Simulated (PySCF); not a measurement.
Molecule: SiOAlCl2H3, in a box.

```
CELL_PARAMETERS angstrom
12.00000 0.00000 0.00000
0.00000 14.00000 0.00000
0.00000 0.00000 15.00000
ATOMIC_POSITIONS crystal
Si 0.49510 0.39999 0.61158
O 0.49282 0.46567 0.52189
Al 0.48980 0.53279 0.43080
Cl 0.42564 0.47879 0.31282
Cl 0.55025 0.67144 0.43384
H 0.48553 0.46177 0.69171
H 0.60165 0.34615 0.61534
H 0.40051 0.33156 0.61000
```

Base run:

* Program: PySCF 2.14.0
* Functional: BLYP
* Dispersion: D3(BJM)
* Potentials or basis: def2-svp (all-electron)
* k mesh: 1 × 1 × 1
* Occupations: fixed
* Spin: no spin polarisation

Its results: gap between the frontier levels 5.64 eV.

Q: After a change of settings the same cell gave: gap between the frontier levels 5.89 eV. Which change was it?
A. functional from BLYP to B97-D
B. functional from BLYP to PBE; dispersion from D3(BJM) to none
C. functional from BLYP to TPSSh; dispersion from D3(BJM) to D3(BJ)
D. functional from BLYP to B3LYP; dispersion from D3(BJM) to D3(OP)

A: A.

Caveats: this is a molecule in a periodic box at the Γ point, so its band gap is the HOMO-LUMO gap; the basis of atomic orbitals isn't converged, which shifts pressures, moduli and gaps.
